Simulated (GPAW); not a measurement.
Write an ASE script for GPAW 26.7.0 that does the following.

| Quantity | Value |
| --- | --- |
| Task | equation of state |
| Functional | PBE |
| Potentials or basis | GPAW PAW data sets (gpaw-data 1.2.1) |
| Cutoff | 800 eV |
| Basis | pw |
| k mesh | 9 × 9 × 9 |
| Occupations | fermi-dirac, width 0.05 eV |
| Spin | no spin polarisation |
| Maxiter | 150 |
| Eos scales | [0.94, 0.96, 0.98, 1.0, 1.02, 1.04, 1.06] |

The structure of Hf3Be lies in Hf3Be.xyz:

```xyz
4
Lattice="-2.0920000000 2.0920000000 4.3530460000 2.0920000000 -2.0920000000 4.3530460000 2.0920000000 2.0920000000 -4.3530460000" Properties=species:S:1:pos:R:3 pbc="T T T"
Hf     0.0000000000      0.0000000000      4.3530460000
Hf     2.0920000000      0.0000000000      2.1765230000
Hf     0.0000000000      2.0920000000      2.1765230000
Be     0.0000000000      0.0000000000      0.0000000000
```

The cell comes from a database or a generator and needn't be the stable form of this composition.

These files were run (other wordings do the same):

run.py

```python
from ase.eos import EquationOfState
from ase.io import Trajectory, read
from ase.units import GPa
from gpaw import GPAW, PW

atoms = read('Hf3Be.xyz')

traj = Trajectory('eos.traj', 'w')
volumes, energies = [], []
for x in [0.94, 0.96, 0.98, 1.0, 1.02, 1.04, 1.06]:
    a = atoms.copy()
    a.set_cell(atoms.cell * x**(1 / 3), scale_atoms=True)
    calc = GPAW(mode=PW(800),
                xc='PBE',
                kpts={'size': (9, 9, 9), 'gamma': True},
                occupations={'name': 'fermi-dirac', 'width': 0.05},
                nbands=37,
                convergence={'density': 1e-05, 'energy': 1e-05},
                maxiter=150,
                txt=f'eos-{x:.2f}.txt')
    a.calc = calc
    energies.append(a.get_potential_energy(force_consistent=True))
    volumes.append(a.get_volume())
    p = -a.get_stress()[:3].mean() / GPa
    calc.write(f'eos-{x:.2f}.gpw')
    traj.write(a)
    print(f'{x:.2f} {volumes[-1]:10.4f} A^3 {energies[-1]:14.6f} eV {p:9.3f} GPa', flush=True)

v0, e0, B = EquationOfState(volumes, energies, eos='birchmurnaghan').fit()
print(f'V0 = {v0:.4f} A^3, E0 = {e0:.6f} eV, B0 = {B / GPa:.2f} GPa')
```

Potentials or basis: GPAW PAW data sets (gpaw-data 1.2.1), pw.

Command:

```bash
$ OMP_NUM_THREADS=1 python run.py
```

Results of the run:

The equilibrium volume is 19.15 Å³/atom and the bulk modulus at fixed shape and positions is 104 GPa. The pressure derivative of the bulk modulus is 3.5.

Caveat: the cell was scaled at fixed shape and fractional positions, which overstates the stiffness of a crystal with free parameters, most of all of layers and chains.

It took 23 min on 1 thread of AMD EPYC 7B13 (Zen 3) (shared host), peak memory 0.79 GiB.
